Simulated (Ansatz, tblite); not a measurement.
# The cluster Si3Se4+: isomers from a random search, part 1 of 2

Aim: relax the candidate shapes of the cluster Si3Se4+ that a cheap search turned up, and see how the levels of theory order them.

Program: Ansatz 0.2.0, Gaussian basis. Level of theory: relaxed with PBE-D4/def2-SVP, doublet. These are calculated values, not measurements.

6 further runs of the same task are left out: 4 that didn't finish, 2 set aside as unsound or not needed. Runs told in other sessions of the task aren't counted.

## (1) The system as given

7 atoms, charge 1, spin multiplicity 2.

Atoms are counted from 1 here; the program's logs count them from 0.

Bond lengths: Si1–Se4 2.222 Å, Si1–Se6 2.228 Å, Si2–Se6 2.227 Å, Si2–Se7 2.224 Å, Si3–Se4 2.234 Å, Si3–Se5 2.067 Å, Si3–Se7 2.234 Å. Angles: Se4–Si1–Se6 116.3°, Se6–Si2–Se7 116.7°, Se4–Si3–Se5 120.5°, Se4–Si3–Se7 118.7°, Se5–Si3–Se7 120.8°, Si1–Se4–Si3 122.1°, Si1–Se6–Si2 124.5°, Si2–Se7–Si3 121.7°.

The ion is computed in the gas phase, without counter-ions or solvent.

A search from random starts with GFN1-xTB found 13 distinct shapes; 2 go on here. The structure above is candidate A, which lies 0.00 eV above the lowest at that level; B lies 0.45 eV above the lowest at that level.

## (2) Relaxing candidate A

in.yaml reads:

```yaml
crystal:
  periodic: [false, false, false]
  atoms:
    - {symbol: Si, position_ang: [-2.172460, 1.472380, -0.208460]}
    - {symbol: Si, position_ang: [-1.198050, -2.339300, 0.042370]}
    - {symbol: Si, position_ang: [1.566570, 0.401920, 0.069120]}
    - {symbol: Se, position_ang: [-0.010010, 1.974410, -0.111710]}
    - {symbol: Se, position_ang: [3.560840, 0.926170, 0.211750]}
    - {symbol: Se, position_ang: [-2.689910, -0.692860, -0.110410]}
    - {symbol: Se, position_ang: [0.943030, -1.742720, 0.107340]}
basis:
  gaussian: {orbitals: def2-SVP}
total_charge: 1
magnetization: {spin_polarized: true, initial_magnetization: 1}
hamiltonian: {xc: pbe, dispersion: d4}
scf: {lower_state_search: "off"}
output: {orbitals: {seedname: orbitals}}
relax: {f_tol: 0.03, max_steps: 70}
```

Run with:

```sh
ansatz run in.yaml --threads 4 --pin off --events-out ev --progress --plain --max-ram 6963MiB
```

Standard output:

```text
Functional definition: PBE
  name "PBE"
  cite "Perdew, Burke & Ernzerhof, Phys. Rev. Lett. 77, 3865 (1996) doi:10.1103/PhysRevLett.77.3865"
  parent pbe
  parameter kappa = 0.804
  parameter beta = 0.06672455060314922
  exchange = pbe_x(kappa = kappa, mu = beta*pi^2/3)
  correlation = pbe_c(beta = beta)
these checks for a lower state are left out or cut short: stability, starts, cluster_reference, orbital_swaps, neighbouring_geometries, increment
1972 factors; their error is unknown
mean field evaluation 1: about -284933.9556 eV, gradient 2.1e1 eV
mean field evaluation 2: about -284850.8945 eV, gradient 8.3e1 eV
mean field evaluation 4: about -284934.0571 eV, gradient 2.0e1 eV
mean field evaluation 8: about -284937.4703 eV, gradient 3.7e-1 eV
mean field evaluation 16: about -284937.0121 eV, gradient 1.6e-3 eV
mean field -284937.01212679 eV, -10471.2420584159 hartree, gradient 8.7e-6 eV, S^2 0.755504; 0 other end points of the search recorded, 0 dependent functions left out
the calculation of the forces begins
reference -284937.01216350 eV, -10471.2420597649 hartree; 89, 88 occupied and 93, 94 virtual orbitals, 1972 factors
relax step   1: F+E_penalty+E_count = -284937.63411083 eV  Δ(F+E_penalty+E_count) = +0.000e0 eV  max|allowed force component| = 1.361e0 eV/Å  Δτ_max = 0.0000 Å  (23 SCF iters, accepted)
these checks for a lower state are left out or cut short: stability, starts, cluster_reference, orbital_swaps, neighbouring_geometries, increment
1972 factors; their error is unknown
mean field evaluation 32: about -284937.2374 eV, gradient 6.6e-5 eV
mean field -284937.23740926 eV, -10471.2503373940 hartree, gradient 1.8e-6 eV, S^2 0.755523; 0 other end points of the search recorded, 0 dependent functions left out
the calculation of the forces begins
reference -284937.23744608 eV, -10471.2503387471 hartree; 89, 88 occupied and 93, 94 virtual orbitals, 1972 factors
relax step   2: F+E_penalty+E_count = -284937.84220078 eV  Δ(F+E_penalty+E_count) = -2.081e-1 eV  max|allowed force component| = 5.896e-1 eV/Å  Δτ_max = 0.1742 Å  (30 SCF iters, accepted)
these checks for a lower state are left out or cut short: stability, starts, cluster_reference, orbital_swaps, neighbouring_geometries, increment
1972 factors; their error is unknown
mean field -284937.31391764 eV, -10471.2531490249 hartree, gradient 4.2e-6 eV, S^2 0.755791; 0 other end points of the search recorded, 0 dependent functions left out
the calculation of the forces begins
reference -284937.31395462 eV, -10471.2531503840 hartree; 89, 88 occupied and 93, 94 virtual orbitals, 1972 factors
relax step   3: F+E_penalty+E_count = -284937.91291327 eV  Δ(F+E_penalty+E_count) = -7.071e-2 eV  max|allowed force component| = 2.195e-1 eV/Å  Δτ_max = 0.0778 Å  (26 SCF iters, accepted)
these checks for a lower state are left out or cut short: stability, starts, cluster_reference, orbital_swaps, neighbouring_geometries, increment
1972 factors; their error is unknown
mean field -284937.31581613 eV, -10471.2532187934 hartree, gradient 2.4e-6 eV, S^2 0.755760; 0 other end points of the search recorded, 0 dependent functions left out
the calculation of the forces begins
reference -284937.31585307 eV, -10471.2532201507 hartree; 89, 88 occupied and 93, 94 virtual orbitals, 1972 factors
relax step   4: F+E_penalty+E_count = -284937.91674546 eV  Δ(F+E_penalty+E_count) = -3.832e-3 eV  max|allowed force component| = 1.147e-1 eV/Å  Δτ_max = 0.0165 Å  (25 SCF iters, accepted)
these checks for a lower state are left out or cut short: stability, starts, cluster_reference, orbital_swaps, neighbouring_geometries, increment
1972 factors; their error is unknown
mean field -284937.31298348 eV, -10471.2531146954 hartree, gradient 3.5e-6 eV, S^2 0.755803; 0 other end points of the search recorded, 0 dependent functions left out
the calculation of the forces begins
reference -284937.31302061 eV, -10471.2531160598 hartree; 89, 88 occupied and 93, 94 virtual orbitals, 1972 factors
relax step   5: F+E_penalty+E_count = -284937.91505722 eV  Δ(F+E_penalty+E_count) = +1.688e-3 eV  max|allowed force component| = 7.119e-2 eV/Å  Δτ_max = 0.0671 Å  (26 SCF iters, rejected (line search))
these checks for a lower state are left out or cut short: stability, starts, cluster_reference, orbital_swaps, neighbouring_geometries, increment
1972 factors; their error is unknown
mean field -284937.31654155 eV, -10471.2532454521 hartree, gradient 2.6e-6 eV, S^2 0.755777; 0 other end points of the search recorded, 0 dependent functions left out
the calculation of the forces begins
reference -284937.31657851 eV, -10471.2532468101 hartree; 89, 88 occupied and 93, 94 virtual orbitals, 1972 factors
relax step   6: F+E_penalty+E_count = -284937.91844646 eV  Δ(F+E_penalty+E_count) = -1.701e-3 eV  max|allowed force component| = 9.745e-3 eV/Å  Δτ_max = 0.0231 Å  (27 SCF iters, accepted)
these checks for a lower state are left out or cut short: stability, starts, cluster_reference, orbital_swaps, neighbouring_geometries, increment
1972 factors; their error is unknown
mean field evaluation 64: about -284937.3165 eV, gradient 1.7e-1 eV
mean field -284937.31665644 eV, -10471.2532496743 hartree, gradient 1.6e-6 eV, S^2 0.755776; 0 other end points of the search recorded, 0 dependent functions left out
the calculation of the forces begins
reference -284937.31669341 eV, -10471.2532510326 hartree; 89, 88 occupied and 93, 94 virtual orbitals, 1972 factors
relax step   7: F+E_penalty+E_count = -284937.91848435 eV  Δ(F+E_penalty+E_count) = -3.789e-5 eV  max|allowed force component| = 5.289e-3 eV/Å  Δτ_max = 0.0045 Å  (20 SCF iters, accepted)
these checks for a lower state are left out or cut short: stability, starts, cluster_reference, orbital_swaps, neighbouring_geometries, increment
1972 factors; their error is unknown
mean field -284937.31668303 eV, -10471.2532506513 hartree, gradient 2.3e-6 eV, S^2 0.755778; 0 other end points of the search recorded, 0 dependent functions left out
the calculation of the forces begins
reference -284937.31672000 eV, -10471.2532520099 hartree; 89, 88 occupied and 93, 94 virtual orbitals, 1972 factors
relax step   8: F+E_penalty+E_count = -284937.91850003 eV  Δ(F+E_penalty+E_count) = -1.569e-5 eV  max|allowed force component| = 3.166e-3 eV/Å  Δτ_max = 0.0025 Å  (18 SCF iters, accepted)
these checks for a lower state are left out or cut short: stability, starts, cluster_reference, orbital_swaps, neighbouring_geometries, increment
1972 factors; their error is unknown
mean field -284937.31687424 eV, -10471.2532576780 hartree, gradient 2.3e-6 eV, S^2 0.755789; 0 other end points of the search recorded, 0 dependent functions left out
the calculation of the forces begins
reference -284937.31691127 eV, -10471.2532590391 hartree; 89, 88 occupied and 93, 94 virtual orbitals, 1972 factors
relax step   9: F+E_penalty+E_count = -284937.91862601 eV  Δ(F+E_penalty+E_count) = -1.260e-4 eV  max|allowed force component| = 3.720e-2 eV/Å  Δτ_max = 0.0232 Å  (26 SCF iters, accepted)
these checks for a lower state are left out or cut short: stability, starts, cluster_reference, orbital_swaps, neighbouring_geometries, increment
1972 factors; their error is unknown
mean field -284937.31736361 eV, -10471.2532756622 hartree, gradient 2.2e-6 eV, S^2 0.755824; 0 other end points of the search recorded, 0 dependent functions left out
the calculation of the forces begins
reference -284937.31740077 eV, -10471.2532770276 hartree; 89, 88 occupied and 93, 94 virtual orbitals, 1972 factors
relax step  10: F+E_penalty+E_count = -284937.91869769 eV  Δ(F+E_penalty+E_count) = -7.167e-5 eV  max|allowed force component| = 1.700e-1 eV/Å  Δτ_max = 0.0945 Å  (25 SCF iters, accepted)
these checks for a lower state are left out or cut short: stability, starts, cluster_reference, orbital_swaps, neighbouring_geometries, increment
1972 factors; their error is unknown
mean field -284937.31764717 eV, -10471.2532860828 hartree, gradient 1.6e-6 eV, S^2 0.755806; 0 other end points of the search recorded, 0 dependent functions left out
the calculation of the forces begins
reference -284937.31768434 eV, -10471.2532874487 hartree; 89, 88 occupied and 93, 94 virtual orbitals, 1972 factors
relax step  11: F+E_penalty+E_count = -284937.91927304 eV  Δ(F+E_penalty+E_count) = -5.754e-4 eV  max|allowed force component| = 1.021e-1 eV/Å  Δτ_max = 0.0193 Å  (27 SCF iters, accepted)
these checks for a lower state are left out or cut short: stability, starts, cluster_reference, orbital_swaps, neighbouring_geometries, increment
1972 factors; their error is unknown
mean field evaluation 96: about -284937.6673 eV, gradient 4.0e0 eV
mean field -284937.31852765 eV, -10471.2533184398 hartree, gradient 3.6e-6 eV, S^2 0.755746; 0 other end points of the search recorded, 0 dependent functions left out
the calculation of the forces begins
reference -284937.31856438 eV, -10471.2533197896 hartree; 89, 88 occupied and 93, 94 virtual orbitals, 1972 factors
relax step  12: F+E_penalty+E_count = -284937.92297221 eV  Δ(F+E_penalty+E_count) = -3.699e-3 eV  max|allowed force component| = 3.422e-2 eV/Å  Δτ_max = 0.1157 Å  (24 SCF iters, accepted)
these checks for a lower state are left out or cut short: stability, starts, cluster_reference, orbital_swaps, neighbouring_geometries, increment
1972 factors; their error is unknown
mean field -284937.31819342 eV, -10471.2533061572 hartree, gradient 2.7e-6 eV, S^2 0.755807; 0 other end points of the search recorded, 0 dependent functions left out
the calculation of the forces begins
reference -284937.31823001 eV, -10471.2533075016 hartree; 89, 88 occupied and 93, 94 virtual orbitals, 1972 factors
relax step  13: F+E_penalty+E_count = -284937.92097573 eV  Δ(F+E_penalty+E_count) = +1.996e-3 eV  max|allowed force component| = 1.496e-1 eV/Å  Δτ_max = 0.0795 Å  (24 SCF iters, rejected (line search))
these checks for a lower state are left out or cut short: stability, starts, cluster_reference, orbital_swaps, neighbouring_geometries, increment
1972 factors; their error is unknown
mean field -284937.31967450 eV, -10471.2533605858 hartree, gradient 2.1e-6 eV, S^2 0.755743; 0 other end points of the search recorded, 0 dependent functions left out
the calculation of the forces begins
reference -284937.31971107 eV, -10471.2533619297 hartree; 89, 88 occupied and 93, 94 virtual orbitals, 1972 factors
relax step  14: F+E_penalty+E_count = -284937.92445778 eV  Δ(F+E_penalty+E_count) = -1.486e-3 eV  max|allowed force component| = 2.613e-2 eV/Å  Δτ_max = 0.0398 Å  (24 SCF iters, accepted)
Total energy: -284937.92449435 eV, -10471.2755873052 hartree
Atom 0 at    -2.180173     1.495461    -0.254840 Å, force    -0.010278    -0.003021    -0.002753 eV/Å
Atom 1 at    -1.191658    -2.373852    -0.019544 Å, force    -0.013503    -0.000213    -0.001174 eV/Å
Atom 2 at     1.505334     0.388737     0.065417 Å, force     0.026130     0.007906     0.000762 eV/Å
Atom 3 at     0.051575     2.088704    -0.319354 Å, force     0.003290    -0.001389    -0.008284 eV/Å
Atom 4 at     3.521706     0.927073     0.434055 Å, force    -0.014419    -0.003017     0.009433 eV/Å
Atom 5 at    -2.759904    -0.694895     0.164129 Å, force     0.005788    -0.000809     0.011917 eV/Å
Atom 6 at     1.053129    -1.831227    -0.069863 Å, force     0.002991     0.000542    -0.009900 eV/Å
Dipole moment:    -0.543285    -0.142778    -0.060432 e Å
Checks for a lower state left out: stability, starts, cluster_reference, orbital_swaps, neighbouring_geometries, increment
```

It took 20 s on 4 threads of AMD EPYC 9B45, shared host.

Along the way: (the energy doesn't fall at every step)

| step | energy from step 1 (eV) | largest force component (eV/Å) |
| --- | --- | --- |
| 1 | 0.0000 | 1.3612 |
| 2 | -0.2081 | 0.5896 |
| 3 | -0.2788 | 0.2195 |
| 4 | -0.2826 | 0.1147 |
| 5 | -0.2809 | 0.0712 |
| 6 | -0.2843 | 0.0097 |
| 7 | -0.2844 | 0.0053 |
| 8 | -0.2844 | 0.0032 |
| 9 | -0.2845 | 0.0372 |
| 10 | -0.2846 | 0.1700 |
| 11 | -0.2852 | 0.1021 |
| 12 | -0.2889 | 0.0342 |
| 13 | -0.2869 | 0.1496 |
| 14 | -0.2903 | 0.0261 |

The force was under the threshold of 0.03 eV/Å already at step 6, but the program went on to step 14.

Distances of close pairs at the start and the end, largest changes first:

| bond | before (Å) | after (Å) | change (Å) |
| --- | --- | --- | --- |
| Si1–Se4 | 2.222 | 2.310 | +0.088 |
| Si2–Se7 | 2.224 | 2.310 | +0.086 |
| Si2–Se6 | 2.227 | 2.305 | +0.078 |
| Si1–Se6 | 2.228 | 2.304 | +0.076 |
| Si3–Se5 | 2.067 | 2.119 | +0.052 |
| Si3–Se7 | 2.234 | 2.270 | +0.036 |
| Si3–Se4 | 2.234 | 2.270 | +0.036 |

## (3) Relaxing candidate B

in.yaml reads:

```yaml
crystal:
  periodic: [false, false, false]
  atoms:
    - {symbol: Si, position_ang: [0.712430, 2.543440, 0.862650]}
    - {symbol: Si, position_ang: [0.355380, -1.231760, -1.155380]}
    - {symbol: Si, position_ang: [-0.671660, -0.106550, 1.365090]}
    - {symbol: Se, position_ang: [1.403000, 0.353050, 0.173410]}
    - {symbol: Se, position_ang: [-1.643250, -1.467140, -0.164930]}
    - {symbol: Se, position_ang: [-1.333400, 2.012970, 1.747580]}
    - {symbol: Se, position_ang: [1.177500, -2.104000, -2.828410]}
basis:
  gaussian: {orbitals: def2-SVP}
total_charge: 1
magnetization: {spin_polarized: true, initial_magnetization: 1}
hamiltonian: {xc: pbe, dispersion: d4}
scf: {lower_state_search: "off"}
output: {orbitals: {seedname: orbitals}}
relax: {f_tol: 0.03, max_steps: 70}
```

The command is unchanged.

Standard output:

```text
Functional definition: PBE
  name "PBE"
  cite "Perdew, Burke & Ernzerhof, Phys. Rev. Lett. 77, 3865 (1996) doi:10.1103/PhysRevLett.77.3865"
  parent pbe
  parameter kappa = 0.804
  parameter beta = 0.06672455060314922
  exchange = pbe_x(kappa = kappa, mu = beta*pi^2/3)
  correlation = pbe_c(beta = beta)
these checks for a lower state are left out or cut short: stability, starts, cluster_reference, orbital_swaps, neighbouring_geometries, increment
1972 factors; their error is unknown
mean field evaluation 1: about -284934.9260 eV, gradient 2.0e1 eV
mean field evaluation 2: about -284874.3592 eV, gradient 7.4e1 eV
mean field evaluation 4: about -284935.2357 eV, gradient 1.8e1 eV
mean field evaluation 8: about -284937.9158 eV, gradient 4.0e-1 eV
mean field evaluation 16: about -284937.4641 eV, gradient 3.3e-3 eV
mean field -284937.46406809 eV, -10471.2586669525 hartree, gradient 7.5e-6 eV, S^2 0.756838; 0 other end points of the search recorded, 0 dependent functions left out
the calculation of the forces begins
reference -284937.46410459 eV, -10471.2586682935 hartree; 89, 88 occupied and 93, 94 virtual orbitals, 1972 factors
relax step   1: F+E_penalty+E_count = -284938.11582691 eV  Δ(F+E_penalty+E_count) = +0.000e0 eV  max|allowed force component| = 8.586e-1 eV/Å  Δτ_max = 0.0000 Å  (25 SCF iters, accepted)
these checks for a lower state are left out or cut short: stability, starts, cluster_reference, orbital_swaps, neighbouring_geometries, increment
1972 factors; their error is unknown
mean field evaluation 32: about -284938.1092 eV, gradient 8.1e-3 eV
mean field -284937.65758680 eV, -10471.2657786340 hartree, gradient 1.9e-6 eV, S^2 0.756788; 0 other end points of the search recorded, 0 dependent functions left out
the calculation of the forces begins
reference -284937.65762344 eV, -10471.2657799804 hartree; 89, 88 occupied and 93, 94 virtual orbitals, 1972 factors
relax step   2: F+E_penalty+E_count = -284938.30318130 eV  Δ(F+E_penalty+E_count) = -1.874e-1 eV  max|allowed force component| = 3.209e-1 eV/Å  Δτ_max = 0.1336 Å  (32 SCF iters, accepted)
these checks for a lower state are left out or cut short: stability, starts, cluster_reference, orbital_swaps, neighbouring_geometries, increment
1972 factors; their error is unknown
mean field -284937.71478720 eV, -10471.2678807096 hartree, gradient 2.9e-6 eV, S^2 0.756943; 0 other end points of the search recorded, 0 dependent functions left out
the calculation of the forces begins
reference -284937.71482365 eV, -10471.2678820493 hartree; 89, 88 occupied and 93, 94 virtual orbitals, 1972 factors
relax step   3: F+E_penalty+E_count = -284938.36417312 eV  Δ(F+E_penalty+E_count) = -6.099e-2 eV  max|allowed force component| = 3.245e-1 eV/Å  Δτ_max = 0.1592 Å  (30 SCF iters, accepted)
these checks for a lower state are left out or cut short: stability, starts, cluster_reference, orbital_swaps, neighbouring_geometries, increment
1972 factors; their error is unknown
mean field -284937.73487348 eV, -10471.2686188670 hartree, gradient 2.1e-6 eV, S^2 0.756860; 0 other end points of the search recorded, 0 dependent functions left out
the calculation of the forces begins
reference -284937.73490989 eV, -10471.2686202048 hartree; 89, 88 occupied and 93, 94 virtual orbitals, 1972 factors
relax step   4: F+E_penalty+E_count = -284938.39611140 eV  Δ(F+E_penalty+E_count) = -3.194e-2 eV  max|allowed force component| = 1.933e-1 eV/Å  Δτ_max = 0.1998 Å  (30 SCF iters, accepted)
these checks for a lower state are left out or cut short: stability, starts, cluster_reference, orbital_swaps, neighbouring_geometries, increment
1972 factors; their error is unknown
mean field -284937.74596251 eV, -10471.2690263811 hartree, gradient 1.9e-6 eV, S^2 0.756510; 0 other end points of the search recorded, 0 dependent functions left out
the calculation of the forces begins
reference -284937.74599893 eV, -10471.2690277195 hartree; 89, 88 occupied and 93, 94 virtual orbitals, 1972 factors
relax step   5: F+E_penalty+E_count = -284938.40618350 eV  Δ(F+E_penalty+E_count) = -1.007e-2 eV  max|allowed force component| = 4.892e-2 eV/Å  Δτ_max = 0.0510 Å  (26 SCF iters, accepted)
these checks for a lower state are left out or cut short: stability, starts, cluster_reference, orbital_swaps, neighbouring_geometries, increment
1972 factors; their error is unknown
mean field evaluation 64: about -284937.7462 eV, gradient 1.1e-1 eV
mean field -284937.74631315 eV, -10471.2690392670 hartree, gradient 1.7e-6 eV, S^2 0.756373; 0 other end points of the search recorded, 0 dependent functions left out
the calculation of the forces begins
reference -284937.74634961 eV, -10471.2690406068 hartree; 89, 88 occupied and 93, 94 virtual orbitals, 1972 factors
relax step   6: F+E_penalty+E_count = -284938.40865163 eV  Δ(F+E_penalty+E_count) = -2.468e-3 eV  max|allowed force component| = 4.111e-2 eV/Å  Δτ_max = 0.0637 Å  (25 SCF iters, accepted)
these checks for a lower state are left out or cut short: stability, starts, cluster_reference, orbital_swaps, neighbouring_geometries, increment
1972 factors; their error is unknown
mean field -284937.74740945 eV, -10471.2690795553 hartree, gradient 2.4e-6 eV, S^2 0.756304; 0 other end points of the search recorded, 0 dependent functions left out
the calculation of the forces begins
reference -284937.74744594 eV, -10471.2690808963 hartree; 89, 88 occupied and 93, 94 virtual orbitals, 1972 factors
relax step   7: F+E_penalty+E_count = -284938.41026581 eV  Δ(F+E_penalty+E_count) = -1.614e-3 eV  max|allowed force component| = 1.825e-2 eV/Å  Δτ_max = 0.0463 Å  (25 SCF iters, accepted)
Total energy: -284938.41030230 eV, -10471.2934404181 hartree
Atom 0 at     0.588449     2.466280     0.451691 Å, force     0.007776    -0.004122    -0.004135 eV/Å
Atom 1 at     0.335669    -1.175206    -1.135408 Å, force     0.014759    -0.012633    -0.018253 eV/Å
Atom 2 at    -0.616414    -0.188650     1.584506 Å, force     0.001186     0.012967     0.000950 eV/Å
Atom 3 at     1.529370     0.086700     0.526212 Å, force    -0.004379     0.006903     0.008965 eV/Å
Atom 4 at    -1.666809    -1.406883    -0.115706 Å, force    -0.007502     0.008813     0.008807 eV/Å
Atom 5 at    -1.326659     2.034763     1.626085 Å, force    -0.005467    -0.018052    -0.001169 eV/Å
Atom 6 at     1.156395    -1.816994    -2.937370 Å, force    -0.006373     0.006124     0.004834 eV/Å
Dipole moment:     0.031963     0.593624     0.482011 e Å
Checks for a lower state left out: stability, starts, cluster_reference, orbital_swaps, neighbouring_geometries, increment
```

It took 11 s on 4 threads of AMD EPYC 9B45, shared host.

Relaxation path:

| step | energy from step 1 (eV) | largest force component (eV/Å) |
| --- | --- | --- |
| 1 | 0.0000 | 0.8586 |
| 2 | -0.1874 | 0.3209 |
| 3 | -0.2483 | 0.3245 |
| 4 | -0.2803 | 0.1933 |
| 5 | -0.2904 | 0.0489 |
| 6 | -0.2928 | 0.0411 |
| 7 | -0.2944 | 0.0183 |

Distances of close pairs at the start and the end, largest changes first:

| bond | before (Å) | after (Å) | change (Å) |
| --- | --- | --- | --- |
| Si1–Se4 | 2.398 | 2.560 | +0.162 |
| Si2–Se4 | 2.318 | 2.404 | +0.085 |
| Si3–Se6 | 2.253 | 2.334 | +0.081 |
| Si3–Se5 | 2.266 | 2.341 | +0.074 |
| Si3–Se4 | 2.436 | 2.408 | -0.028 |
| Si2–Se7 | 2.058 | 2.081 | +0.023 |
| Si2–Se5 | 2.243 | 2.259 | +0.016 |
| Si1–Se6 | 2.291 | 2.288 | -0.004 |

## (4) The relaxed candidates

| candidate | point group | bonds (count, mean Å) | energy above the lowest (eV) |
| --- | --- | --- | --- |
| A | Cs | Se–Si 7, 2.27 | 0.486 |
| B | C1 | Se–Si 8, 2.33 | 0.000 |

(Continued in part 2 of 2.)
